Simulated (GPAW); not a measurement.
Runs of GPAW 26.7.0 on HfIn4SiO6. The typed cell holds 12 atoms: a = 5.699 Å, b = 6.149 Å, c = 7.308 Å, α = 98.49°, β = 111.85°, γ = 96.55°. The cell was built by a generator and needn't be a form met in nature.

```csv
task,level,potentials or basis,spin,k mesh,band path,band points,spin axis theta (degrees),spin axis phi (degrees),soc after scf,gap on the mesh (eV),pressure (GPa),largest force (eV/Å)
band structure,LDA,"the program's PAW data sets (release 1.2.1) made for this functional, pw",off,4 × 3 × 3,"XGY,LGZ,NGM,RG",60,-,-,-,0.86,-5.5,0.54
band structure,r2SCAN,"GPAW PAW data sets (gpaw-data 1.2.1), pw",off,4 × 3 × 3,"XGY,LGZ,NGM,RG",60,-,-,-,(c),-2.7,(b)
single point,PBE,"GPAW PAW data sets (gpaw-data 1.2.1), pw",off,5 × 5 × 4,-,-,-,-,-,0.87,0.6,0.38
band structure,PBE,"GPAW PAW data sets (gpaw-data 1.2.1), pw",off,4 × 3 × 3,"XGY,LGZ,NGM,RG",60,-,-,-,(a),0.6,0.37
band structure,PBE,"GPAW PAW data sets (gpaw-data 1.2.1), pw",off,5 × 5 × 4,"XGY,LGZ,NGM,RG",80,-,-,-,0.87,0.6,0.38
band structure,PBE,"GPAW PAW data sets (gpaw-data 1.2.1), pw","SOC, no magnetisation",5 × 5 × 4,"XGY,LGZ,NGM,RG",80,90,0,second variation,0.87,0.6,0.38
```

Alike in all rows: cell as given; cutoff (eV) 800; smearing fermi-dirac 0.05 eV.

Q: Fill in the values left out.

A: (a) 0.88; (b) 0.32; (c) 1.07.

Caveats: spin-orbit coupling is left out, which moves the levels of the heavy elements (some runs); the PAW data sets were made with another functional, which shifts forces and pressure a little (some runs); an odd mesh through Γ misses points on the zone boundary, where band edges often lie (some runs); spin-orbit coupling was added after a scalar SCF, so levels and gaps hold it while energy, forces, pressure and moments don't (some runs); this program's spin-orbit splittings come out too wide for heavy elements (some runs).

A k mesh can miss the band edges, and rows without SOC leave out spin-orbit coupling on Hf, In.
